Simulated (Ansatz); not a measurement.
# Zr5AlN6: the cost of one run

Computed with Ansatz 0.2.0 (DFT PBE, scalar-relativistic, plane waves, PAW, unless a step's input says otherwise).

### 1 The structure to begin with

It takes space group P-6m2 (No. 187, hexagonal). The conventional cell has a = 3.307 Å, b = 3.307 Å, c = 17.091 Å, α = 90.00°, β = 90.00°, γ = 120.00°. Zr (site symmetry -6m2) has 6 N at 2.38 Å as nearest neighbours. Around Zr (site symmetry 3m) lie 6 N at 2.38 Å. Al (site symmetry -6m2) is surrounded by 6 N at 2.38 Å. Around N (site symmetry 3m) lie 6 Zr at 2.38 Å. N (site symmetry 3m) is surrounded by 3 Al at 2.38 Å and 3 Zr at 2.38 Å.

Structure file:

```xyz
12
Lattice="3.3073 0.0000 0.0000 -1.6536 2.8642 0.0000 0.0000 0.0000 17.0908" Properties=species:S:1:pos:R:3 pbc="T T T"
Zr    0.0000    1.9095    0.0000
Zr    0.0000    1.9095    5.6969
Zr    0.0000    1.9095   11.3938
Zr    1.6536    0.9547    2.8485
Zr    1.6536    0.9547   14.2423
Al    1.6536    0.9547    8.5454
N     0.0000    0.0000   15.6665
N     0.0000    0.0000    4.2727
N     0.0000    0.0000    9.9696
N     0.0000    0.0000    1.4242
N     0.0000    0.0000    7.1212
N     0.0000    0.0000   12.8181
```

The start is an ordering of an alloy on its end members' structure types: elements ordered on the sites of the ZrN type, Zr/Al on Zr (P-6m2, No. 187).

### 2 The guess as it stands, on a coarse mesh

File input.yaml:

```yaml
crystal:
  lattice:
    - [3.30727274, 0.0, 0.0]
    - [-1.65363637, 2.86418221, 0.0]
    - [0.0, 0.0, 17.09076797]
  atoms:
    - { symbol: Zr, position: [0.33333333, 0.66666667, 0.0] }
    - { symbol: Zr, position: [0.33333333, 0.66666667, 0.33333333] }
    - { symbol: Zr, position: [0.33333333, 0.66666667, 0.66666667] }
    - { symbol: Zr, position: [0.66666667, 0.33333333, 0.16666667] }
    - { symbol: Zr, position: [0.66666667, 0.33333333, 0.83333333] }
    - { symbol: Al, position: [0.66666667, 0.33333333, 0.5] }
    - { symbol: "N", position: [0.0, 0.0, 0.91666667] }
    - { symbol: "N", position: [0.0, 0.0, 0.25] }
    - { symbol: "N", position: [0.0, 0.0, 0.58333333] }
    - { symbol: "N", position: [0.0, 0.0, 0.08333333] }
    - { symbol: "N", position: [0.0, 0.0, 0.41666667] }
    - { symbol: "N", position: [0.0, 0.0, 0.75] }
basis:
  ecutwfc: 420
kpoints:
  mp_grid: { grid: [6, 6, 1] }
hamiltonian:
  xc: pbe
scf:
  occupations: { method: gaussian, width: 0.1 }
  lower_state_search: "off"
output:
  forces: true
  stress: true
  eigenvalues: true
```

Launch:

```bash
$ ansatz run input.yaml --threads 1 --pin off --max-ram 2560MiB --backend cpu --events-out ev --progress --plain --runs-dir out
```

What time and memory should one allow on 1 thread of Intel Xeon at 2.50GHz (Skylake/Cascade Lake), shared host?

About 8.8 s, with a peak of 0.41 GiB.
